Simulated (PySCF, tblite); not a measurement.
# C5H15B2N: geometry, infrared bands, NMR shifts, electronic excitations and core binding energies

Wanted: the infrared bands, NMR shifts, electronic excitations and core binding energies of C5H15B2N (`B[C@@H]1CC[BH2-][N+]1(C)C`), by calculation.

Programs: tblite 0.8.0 and PySCF 2.14.0, with density-fitted response routines of our own. Each step states its level of theory. These are calculated values for one molecule in the gas phase, unless marked as measured. Atoms count from 0, in the outputs and in this text.

## Step 1: Starting geometry

23 atoms, charge 0, multiplicity 1; geometry from: force field or distance geometry start.

Bonds of the start (Å): B0–C1 1.54, C1–C2 1.53, C2–C3 1.51, C3–B4 1.60, B4–N5 1.54, N5–C6 1.43, N5–C7 1.46, N5–C1 1.43, B0–H8 1.18, B0–H9 1.19, C1–H10 1.13, C2–H11 1.11, C2–H12 1.09, C3–H13 1.10, C3–H14 1.12, B4–H15 1.19, B4–H16 1.17, C6–H17 1.08, C6–H18 1.12, C6–H19 1.11, C7–H20 1.11, C7–H21 1.10, C7–H22 1.12.

## Step 2: Relaxing the molecule with GFN2-xTB

Job settings and geometry (Å):

```
{"job": {"kind": "relax", "xc": "GFN2-xTB", "basis": "xTB"}, "charge": 0, "multiplicity": 1}
B      0.495300     2.221400    -0.080000
C      0.617800     0.709700     0.204000
C      1.631800    -0.026600    -0.669600
C      1.424100    -1.412200    -0.097500
B     -0.170200    -1.516000    -0.238000
N     -0.574300    -0.072700     0.114600
C     -1.521800     0.371200    -0.862000
C     -1.133100    -0.151300     1.462400
H      0.101900     2.717500    -1.072200
H      0.933200     2.981600     0.727600
H      1.020700     0.583100     1.251700
H      1.293900    -0.031900    -1.731900
H      2.644300     0.346900    -0.544800
H      1.966400    -2.196300    -0.642900
H      1.678600    -1.360100     0.995100
H     -0.470100    -1.706900    -1.372200
H     -0.653900    -2.303100     0.487600
H     -1.496400     1.431300    -1.090500
H     -2.537600     0.169100    -0.425500
H     -1.466100    -0.248800    -1.780900
H     -2.225800     0.046900     1.404700
H     -0.635100     0.626800     2.054600
H     -0.928000    -1.152400     1.915600
```

Command:

```bash
$ OMP_NUM_THREADS=1 python probes_run.py task.json out
```

This one command runs all jobs of the session in turn.

**Question.** This job is followed by: GFN2-xTB harmonic vibrations, gas phase; PBE0-D3(BJ)/def2-SVP geometry optimisation, gas phase; GIAO PBE0/pcSseg-1 NMR shielding, non-relativistic, gas phase; TDDFT CAM-B3LYP/def2-SVPD, vertical, gas phase, core orbitals frozen in the response; GIAO WP04/pcSseg-1 NMR shielding, non-relativistic, gas phase; delta-SCF UKS SCAN, pcX-2 on the ionised atom, pcseg-1 elsewhere, spin-free X2C. What will the session give for the following? strongest single infrared mode (GFN2-xTB); zero-point energy (GFN2-xTB); point group; rotational constants (main isotopes); 13C shifts against TMS (PBE0/pcSseg-1); 1H shifts against TMS (PBE0/pcSseg-1, means over atoms taken as alike); 11B shifts against BF3·OEt2 (PBE0/pcSseg-1); 15N shifts against NH3 (PBE0/pcSseg-1); lowest singlet (CAM-B3LYP/def2-SVPD); brightest single state of those computed; lowest triplet; vertical ionisation energy (ΔSCF); vertical electron affinity (ΔSCF); C1s binding energies, SCAN/pcX-2; B1s binding energies, SCAN/pcX-2 (standing for 1 of 2 atoms); N1s binding energies, SCAN/pcX-2; range of the shift of B0.

**Answer**, as computed:

| quantity | value |
| --- | --- |
| strongest single infrared mode (GFN2-xTB) | 2416 cm⁻¹, 253 km/mol |
| zero-point energy (GFN2-xTB) | 124.9 kcal/mol |
| point group | C1 |
| rotational constants (main isotopes) | 2.46, 2.15, 1.56 GHz |
| 13C shifts against TMS (PBE0/pcSseg-1) | 80.7, 50.5, 43.8, 26.6, 9.6 ppm |
| 1H shifts against TMS (PBE0/pcSseg-1, means over atoms taken as alike) | 7.68, 3.22, 2.52, 2.50, 2.37, 2.35, 2.28, 1.66, 1.14, 0.81 ppm |
| 11B shifts against BF3·OEt2 (PBE0/pcSseg-1) | 85.3, -4.5 ppm |
| 15N shifts against NH3 (PBE0/pcSseg-1) | 69.4 ppm |
| lowest singlet (CAM-B3LYP/def2-SVPD) | 5.38 eV (230 nm), f = 0.002 |
| brightest single state of those computed | state 6, 7.20 eV, f = 0.025 |
| lowest triplet | 4.93 eV |
| vertical ionisation energy (ΔSCF) | 9.58 eV |
| vertical electron affinity (ΔSCF) | 0.13 eV |
| C1s binding energies, SCAN/pcX-2 | C7 291.87, C6 291.83, C1 291.16, C2 290.45, C3 289.00 eV |
| B1s binding energies, SCAN/pcX-2 (standing for 1 of 2 atoms) | B4 193.34 eV |
| N1s binding energies, SCAN/pcX-2 | N5 406.39 eV |
| range of the shift of B0 | 78.2 to 85.3 ppm |

**Reading.** Over 194 steps the energy fell by 1.489 eV; of the close pairs, B4–N5 changed most, 1.540 to 1.646 Å (GFN2-xTB). All 63 modes are real, so the xTB geometry is a minimum. The strongest single mode, at 2416 cm⁻¹, moves mainly H16. GFN2-xTB is a fitted tight-binding method: band positions and strengths are rough. Its intensities can rank the bands wrongly. The optimisation took 4 steps and gained 0.248 eV; among the close pairs (by a distance rule), B4–H15 changed most, from 1.170 to 1.226 Å (PBE0/def2-SVP). C1 (sp3 CH bonded to B and N) lies farthest downfield among carbon, at 80.7 ppm; pulled downfield by the heteroatom. At PBE0/pcSseg-1: The widest tensor belongs to B0: span 196 ppm, with a paramagnetic part of -179 ppm. The lowest singlet, at 5.38 eV, is HOMO−2→LUMO 0.37, HOMO−3→LUMO 0.22 and is weak; of the 10 states computed, the strongest absorption comes from states 6 to 7 together at 7.20 eV. The lowest triplet lies 0.46 eV below the lowest singlet (triplets in Tamm-Dancoff, singlets in full TDDFT). ΔSCF puts the ionisation energy at 9.58 eV, 0.89 eV above −ε(HOMO). C7 (methyl carbon bonded to N) binds its C1s electron 2.88 eV more tightly than C3 (sp3 CH2 bonded to B). In ppm, B0 moves most: its shift spreads over 7.2 ppm, from 78.2 (WP04/pcSseg-1) to 85.3 (PBE0/pcSseg-1). Part of that comes from the computed reference.
